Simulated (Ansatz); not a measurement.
**AlSiH5O4: basis-set convergence**

Aim: see how fast density functionals converge with the basis set for AlSiH5O4.

Method: one geometry, several basis sets; program: Ansatz 0.2.0, Gaussian basis.

The runs, in order: PBE0-D4/def2-SVP; ωB97M-V/def2-SVP; PBE0-D4/def2-QZVPP; ωB97M-V/def2-QZVPP; the functionals' def2-TZVPP values are taken from earlier runs.

## (1) The relaxed structure

The geometry comes from an earlier relaxation with PBE0-D4 in a triple-zeta def2 set; it is a stationary point, not always the lowest conformer.

SMILES `O[Si](O)(O)[O][AlH2]`, 11 atoms, charge 0, spin multiplicity 1.

Atoms are counted from 1 here; the program's logs count them from 0.

Bond lengths: O1–Si2 1.632 Å, O1–H7 0.958 Å, Si2–O3 1.633 Å, Si2–O4 1.637 Å, Si2–O5 1.610 Å, O3–H8 0.958 Å, O4–H9 0.958 Å, O5–Al6 1.690 Å, Al6–H10 1.579 Å, Al6–H11 1.579 Å. Angles: Si2–O1–H7 116.1°, O1–Si2–O3 108.0°, O1–Si2–O4 105.3°, O1–Si2–O5 114.5°, O3–Si2–O4 113.9°, O3–Si2–O5 105.4°, O4–Si2–O5 110.0°, Si2–O3–H8 116.4°, Si2–O4–H9 116.9°, Si2–O5–Al6 152.3°, O5–Al6–H10 116.4°, O5–Al6–H11 119.5°, H10–Al6–H11 124.1°.

Geometry (Å):

```mol
AlH5O4Si
  3D, bonds by distance, orders not assigned

 11 10  0  0  0  0  0  0  0  0999 V2000
   -1.4986   -1.2510   -0.5116 O   0  0
   -0.4141   -0.4866    0.4390 Si  0  0
    0.7999   -1.5306    0.7591 O   0  0
   -1.2548   -0.0189    1.7637 O   0  0
    0.2894    0.7899   -0.2455 O   0  0
    1.3269    1.5007   -1.3743 Al  0  0
   -2.4100   -0.9709   -0.4199 H   0  0
    0.5433   -2.4148    1.0236 H   0  0
   -0.8547    0.6541    2.3153 H   0  0
    1.8846    2.9328   -1.0113 H   0  0
    1.6535    0.7385   -2.7176 H   0  0
  1  2  8  0
  2  3  8  0
  2  4  8  0
  2  5  8  0
  5  6  8  0
  1  7  8  0
  3  8  8  0
  4  9  8  0
  6 10  8  0
  6 11  8  0
M  END
```

## (2) PBE0-D4 in def2-SVP

in.yaml reads:

```yaml
crystal:
  periodic: [false, false, false]
  atoms:
    - {symbol: O, position_ang: [-1.498558, -1.251031, -0.511562]}
    - {symbol: Si, position_ang: [-0.414144, -0.486643, 0.439048]}
    - {symbol: O, position_ang: [0.799937, -1.530596, 0.759104]}
    - {symbol: O, position_ang: [-1.254811, -0.018855, 1.763674]}
    - {symbol: O, position_ang: [0.289381, 0.789878, -0.245501]}
    - {symbol: Al, position_ang: [1.326896, 1.500679, -1.374281]}
    - {symbol: H, position_ang: [-2.410049, -0.970905, -0.419873]}
    - {symbol: H, position_ang: [0.543328, -2.414830, 1.023560]}
    - {symbol: H, position_ang: [-0.854722, 0.654053, 2.315347]}
    - {symbol: H, position_ang: [1.884570, 2.932787, -1.011319]}
    - {symbol: H, position_ang: [1.653471, 0.738464, -2.717596]}
basis:
  gaussian: {orbitals: def2-SVP}
hamiltonian: {xc: pbe0, dispersion: d4}
output: {orbitals: {seedname: orbitals}}
```

Started as:

```bash
$ ansatz run in.yaml --threads 4 --pin off --events-out ev --progress --plain --max-ram 10444MiB
```

After this run come: ωB97M-V in def2-SVP; PBE0-D4 in def2-QZVPP; ωB97M-V in def2-QZVPP.

Before running them: what should the planned runs give, taken together? Wanted: PBE0-D4: double and triple zeta above quadruple; ωB97M-V: double and triple zeta above quadruple.

As calculated:

| quantity | value |
| --- | --- |
| PBE0-D4: double and triple zeta above quadruple | 17.09, 1.00 eV |
| ωB97M-V: double and triple zeta above quadruple | 17.23, 0.95 eV |

**Reading.** For PBE0-D4 the step from double to triple zeta gains 16.09 eV and the next only 1.00 eV. Total energies overstate the basis error of differences, where much of it tends to cancel. The LUMO of ωB97M-V is positive and keeps falling with the basis (0.76 to 0.25 eV): an unbound level that the basis holds in place.
